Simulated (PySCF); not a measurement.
# H6LaN2 (La(NH3)23+): the cost of one run

Computed with PySCF 2.14.0. Level: PBE, La def2-SVP with ECP46, N def2-SVP, H def2-SVP; scalar-relativistic core potentials, no spin–orbit coupling.

3 further runs of the same task are left out: 1 for a known fault of the program, 2 that didn't finish.

## Step 1: Where the work starts

9 atoms, charge 3, spin multiplicity 1.

Bond lengths: La1–N2 2.529 Å, La1–N6 2.529 Å, N2–H3 1.049 Å, N2–H4 1.048 Å, N2–H5 1.049 Å, N6–H7 1.049 Å, N6–H8 1.049 Å, N6–H9 1.048 Å. Angles: N2–La1–N6 112.6°, La1–N2–H3 115.8°, La1–N2–H4 116.6°, La1–N2–H5 114.3°, H3–N2–H4 102.8°, H3–N2–H5 102.6°, H4–N2–H5 102.8°, La1–N6–H7 114.5°, La1–N6–H8 115.5°, La1–N6–H9 116.8°, H7–N6–H8 102.5°, H7–N6–H9 102.8°, H8–N6–H9 102.8°.

Geometry (Å):

| atom | x (Å) | y (Å) | z (Å) |
| --- | --- | --- | --- |
| La1 | 0.4689 | -1.1047 | -0.0002 |
| N2 | -0.0826 | 0.1858 | 2.1040 |
| H3 | 0.6366 | 0.8832 | 2.4138 |
| H4 | -0.9637 | 0.7526 | 2.0896 |
| H5 | -0.2049 | -0.4112 | 2.9575 |
| N6 | -0.0806 | 0.1872 | -2.1036 |
| H7 | 0.5820 | 0.0230 | -2.8996 |
| H8 | -1.0120 | -0.0279 | -2.5348 |
| H9 | -0.0967 | 1.2318 | -2.0267 |

Formal oxidation states: La +3. An earlier session relaxed this geometry at PBE, La def2-SVP with ECP46, N def2-SVP, H def2-SVP (singlet, point group C1).

Its energy there is -143.375659 Eh.

## Step 2: Multiplicity 3 at the relaxed geometry

Contents of run.py (the lines that set the calculation):

```python
mol = gto.M(atom='''
La     0.46888    -1.10473    -0.00016
N     -0.08262     0.18584     2.10397
H      0.63663     0.88323     2.41381
H     -0.96374     0.75263     2.08960
H     -0.20494    -0.41119     2.95748
N     -0.08060     0.18722    -2.10361
H      0.58198     0.02303    -2.89962
H     -1.01202    -0.02793    -2.53481
H     -0.09666     1.23177    -2.02666''',
    basis={'La': 'def2-SVP', 'N': 'def2-SVP', 'H': 'def2-SVP'},
    ecp={'La': 'def2-SVP'},
    charge=3, spin=2)
mf = dft.UKS(mol, xc='PBE')
mf.grids.atom_grid = (50, 194)  # f atoms: unpruned, at least (60, 302)
mf = mf.density_fit()  # fitting sets: La def2-universal-JKFIT, N def2-universal-JKFIT, H def2-universal-JKFIT
mf.conv_tol = 1e-08; mf.max_cycle = 55
mf.kernel(dm0)  # dm0: free metal ions and neutral atoms
```

Launch:

```
$ OMP_NUM_THREADS=2 python run.py
```

**Question.** How long does this run take on 2 threads of Intel Xeon Platinum 8488C (Sapphire Rapids), shared host?

About 44 s.
